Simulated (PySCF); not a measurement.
**BiCl: bond curves at several levels of theory**

One table from this session's results is given with a row withheld; the runs are named, their logs left out.

Method: Bi cc-pVDZ-PP with ECP60, Cl cc-pV(D+d)Z, scalar-relativistic core potentials; program: PySCF 2.14.0.

Set-up of the first run:

The job is set up so:

```yaml
atoms: Bi, Cl
charge: 0
basis: Bi cc-pVDZ-PP with ECP60, Cl cc-pV(D+d)Z
Hamiltonian: scalar-relativistic core potentials
basis_functions: 46
electrons_treated: 40
masses_in_u: 208.9804, 34.9689
levels: PBE0, PBE, r²SCAN, B97-3, BP86, MN15, HF, MP2, SCS-MP2, CCSD, CCSD(T)
grid: 80 radial by 434 angular points
occupations: held fixed by the projection of orbital angular momentum
dissociation_limit: Bi + Cl, each in its ground configuration
starting_distance_in_angstrom: 2.430
values_of_2S_to_try: 0, 2, 4
```

The run is started by

```console
$ OMP_NUM_THREADS=1 python dia.py task.json out
```

Among the steps run: The job; PBE0 along the bond; Higher solutions at PBE0; PBE (GGA); r²SCAN; B97-3; BP86 (GGA); MN15; UHF; Correlated methods on the Hartree–Fock reference.

One of the session's tables, all rows but one given; the rest of the session is left out.

Energy (eV) from each level's lowest point:

```
R (Å)    UHF  UHF-MP2  UHF-SCS-MP2  UHF-CCSD  UHF-CCSD(T)
2.129  1.294    1.220        1.265       n/a          n/a
2.228  0.590    0.539        0.570     0.578        0.586
2.327  0.200    0.170        0.188     0.193        0.198
2.402      ?        ?            ?         ?            ?
2.476  0.000    0.000        0.000     0.000        0.000
2.550  0.015    0.029        0.021     0.018        0.015
2.649  0.112    0.145        0.128     0.117        0.110
2.773  0.311    0.373        0.347     0.319        0.308
2.922  0.599    0.742        0.718     0.620        0.609
3.120  0.921    1.331        1.318       n/a          n/a
```

**Question.** Estimate the row for R (Å) = 2.402.

Worked estimate for «UHF». A straight line through the neighbours (2.327, 0.200) and (2.476, 0.000) gives 0.200 + (0.000 − 0.200) × (2.402 − 2.327) / (2.476 − 2.327) = 0.099; a parabola fitted to 4 rows on both sides gives 0.048.

The run gave: UHF: 0.054; UHF-MP2: 0.039; UHF-SCS-MP2: 0.048; UHF-CCSD: 0.051; UHF-CCSD(T): 0.053. In «UHF» the line misses by +0.045 and the parabola by -0.006.
